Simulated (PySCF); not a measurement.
**One shape, several levels: GeH2Cl− (SMILES [Cl][GeH2-])**

Aim: a comparison of 6 runs (B2PLYP/STO-3G, B3LYP/STO-3G, M06-2X/STO-3G, UPBE0/STO-3G, r2SCAN/STO-3G, UMP2/STO-3G) of GeH2Cl−. Input form: a Python script.

The results are computed with PySCF 2.14.0.

4 further runs of the same task are left out: 1 that didn't finish, 3 set aside as unsound or not needed.

## Step 1: The structure to begin with

GeH2Cl− has 4 atoms, charge -1, and is taken as a singlet. As SMILES, `[Cl][GeH2-]`. The Ge2–H4 distance was set to 2.108 Å, away from the relaxed value.

Bond lengths: Cl1–Ge2 2.321 Å, Ge2–H3 1.756 Å. Angles: Cl1–Ge2–H3 93.9°. A long bond or contact: Ge2–H4 2.108 Å.

## Step 2: The energy at B2PLYP/STO-3G (run 1)

Input file calc.py:

```python
from pyscf import gto, dft, mp

system = gto.Mole()
system.atom = '''
Cl      -1.834378       0.221827       0.861967
Ge      -0.232098      -0.974503      -0.316293
H       -0.116478       0.216157      -1.601353
H        1.377880       0.032810       0.598330
'''
system.max_memory = 1860
system.spin = 0
system.basis = 'sto-3g'
system.verbose = 3
system.charge = -1
system.build()

ks = dft.RKS(system, xc='0.53*HF + 0.47*B88, 0.73*LYP')
ks.conv_tol = 1e-10
ks.grids.level = 5
ks.kernel()
if not ks.converged:
    ks = ks.newton().run(ks.mo_coeff, ks.mo_occ)

pt = mp.MP2(ks, frozen=14).run()
e_tot = ks.e_tot + 0.27 * pt.e_corr
print('PT2 part  %.8f' % (0.27 * pt.e_corr))
print('E(%s) = %.9f' % ('B2PLYP', e_tot))
```

Launch:

```console
$ OMP_NUM_THREADS=1 python calc.py
```

Standard output:

```text
converged SCF energy = -2508.76347925942
E(RMP2) = -2508.83213025267  E_corr = -0.0686509932518241
E(SCS-RMP2) = -2508.84406628703  E_corr = -0.0805870276107137
PT2 part  -0.01853577
E(B2PLYP) = -2508.782015028
```

It took 3.6 s on 1 thread of Arm Neoverse V1, shared host; peak memory 0.24 GiB.

## Step 3: The energy at B3LYP/STO-3G (run 2)

Input file job.py:

```python
from pyscf import gto, dft

molecule = gto.M(
    atom='''
Cl    -3.466472     0.419192     1.628882
Ge    -0.438602    -1.841544    -0.597707
H     -0.220112     0.408478    -3.026119
H      2.603816     0.062002     1.130680
''',
    basis='sto-3g',
    charge=-1,
    max_memory=1860,
    verbose=3,
    unit='bohr',
)

mf = dft.RKS(molecule, xc='b3lyp')
mf.conv_tol = 1e-10
mf.grids.level = 5
mf.kernel()
if not mf.converged:
    mf = mf.newton().run(mf.mo_coeff, mf.mo_occ)

e_final = mf.e_tot
print('E(%s) = %.9f' % ('B3LYP', e_final))
```

Launch:

```console
$ OMP_NUM_THREADS=1 python job.py
```

Standard output:

```text
converged SCF energy = -2509.27701002559
E(B3LYP) = -2509.277010026
```

Wall time 3.9 s (1 thread of Arm Neoverse V1, shared host); peak memory 0.24 GiB.

Runs 3 to 4 aren't shown in full; the table further down has their settings and results.

## Step 4: A single-point energy at r2SCAN/STO-3G (run 5)

Input file calc.py:

```python
from pyscf import gto, dft

system = gto.M(
    atom='''
Cl      -1.834378       0.221827       0.861967
Ge      -0.232098      -0.974503      -0.316293
H       -0.116478       0.216157      -1.601353
H        1.377880       0.032810       0.598330
''',
    verbose=4,
    basis='sto-3g',
    max_memory=1860,
    charge=-1,
)

ks = dft.RKS(system)
ks.xc = 'r2scan'
ks.conv_tol = 1e-10
ks.grids.level = 5
ks.kernel()
if not ks.converged:
    ks = ks.newton().run(ks.mo_coeff, ks.mo_occ)

e_tot = ks.e_tot
print('E(%s) = %.9f' % ('R2SCAN', e_tot))
```

Launch:

```console
$ OMP_NUM_THREADS=1 python calc.py
```

Standard output:

```text
PySCF version 2.14.0

[... 77 lines left out ...]
converged SCF energy = -2509.35366227719
E(R2SCAN) = -2509.353662277
```

It took 5.7 s on 1 thread of Arm Neoverse V1, shared host; peak memory 0.24 GiB.

## Step 5: The energy at UMP2/STO-3G (run 6)

Input file calc.py:

```python
from pyscf import gto, mp

molecule = gto.M(
    atom='''
Cl  -1.834378   0.221827   0.861967
Ge  -0.232098  -0.974503  -0.316293
H   -0.116478   0.216157  -1.601353
H    1.377880   0.032810   0.598330
''',
    verbose=4,
    charge=-1,
    max_memory=1860,
    basis='sto-3g',
)

mf = molecule.UHF()
mf.conv_tol = 1e-10
mf.kernel()
if not mf.converged:
    mf = mf.newton().run(mf.mo_coeff, mf.mo_occ)
for _ in range(3):
    mo, _, stable, _ = mf.stability(return_status=True)
    if stable:
        break
    mf.kernel(mf.make_rdm1(mo, mf.mo_occ))

pt = mp.MP2(mf, frozen=14).run()
etot = pt.e_tot
print('Final energy', etot)
```

Launch:

```console
$ OMP_NUM_THREADS=1 python calc.py
```

Standard output:

```text
PySCF version 2.14.0

[... 104 lines left out ...]
converged SCF energy = -2507.31972561546  <S^2> = 2.4843416e-10  2S+1 = 1
[... 80 lines left out ...]
converged SCF energy = -2507.31996779054  <S^2> = 0.081399677  2S+1 = 1.1513465
[... 3 lines left out ...]
******** <class 'pyscf.mp.ump2.UMP2'> ********
nocc = (np.int64(12), np.int64(12)), nmo = (15, 15)
frozen orbitals 14
E(UMP2) = -2507.3643954738  E_corr = -0.044427683254383
E(SCS-UMP2) = -2507.37232564792  E_corr = -0.0523578573794423
E_corr(same-spin) = -0.00110234137594302
E_corr(oppo-spin) = -0.04332534187844
Final energy -2507.3643954737963
```

Run time: 0.97 s. Hardware: 1 thread of Arm Neoverse V1, shared host; peak memory 0.12 GiB.

## Step 6: All runs side by side

```csv
run,level,frozen core orbitals,follow instability,energy (Eh),HOMO energy (eV),LUMO energy (eV),HOMO–LUMO gap (eV),wall time
1,B2PLYP/STO-3G,14,–,-2508.782015,2.13,12.01,9.88,3.6 s
2,B3LYP/STO-3G,–,–,-2509.277010,4.38,10.27,5.90,3.9 s
3,M06-2X/STO-3G,–,–,-2509.279977,2.01,11.39,9.37,5.1 s
4,UPBE0/STO-3G,–,yes,-2508.940141,3.74,10.53,6.79,17 s
5,r2SCAN/STO-3G,–,–,-2509.353662,6.46,9.63,3.17,5.7 s
6,UMP2/STO-3G,14,yes,-2507.364395,0.82,14.42,13.59,0.97 s
```

## Step 7: Summary of results

| quantity | value |
| --- | --- |
| run 6: total energy | -2507.36440 Eh |
| run 6: HOMO energy (Hartree–Fock orbitals) | 0.82 eV |
| run 6: LUMO energy (Hartree–Fock orbitals) | 14.42 eV |
| run 6: HOMO–LUMO gap (to an unbound level, set by the basis) | 13.59 eV |
| run 6: correlation energy (14 core orbitals frozen) | -44.4 mEh |
| run 6: ⟨S²⟩ of the reference determinant | 0.081 |

Over runs 1, 2, 3, 4, 5 the HOMO–LUMO gap runs from 3.17 eV (r2SCAN/STO-3G) to 9.88 eV (B2PLYP/STO-3G). The empty levels of an anion lie above zero and hang on the basis. A double hybrid's value is that of its SCF part. Totals of different functionals can't be ranked against each other. In runs 1, 2, 3, 4, 5, 6 the HOMO lies above zero, so the outermost electron may be held by the basis alone. In runs 1, 2, 3, 4, 5, 6 the basis is minimal, so the values are rough. All runs together took 36 s, the longest 17 s.
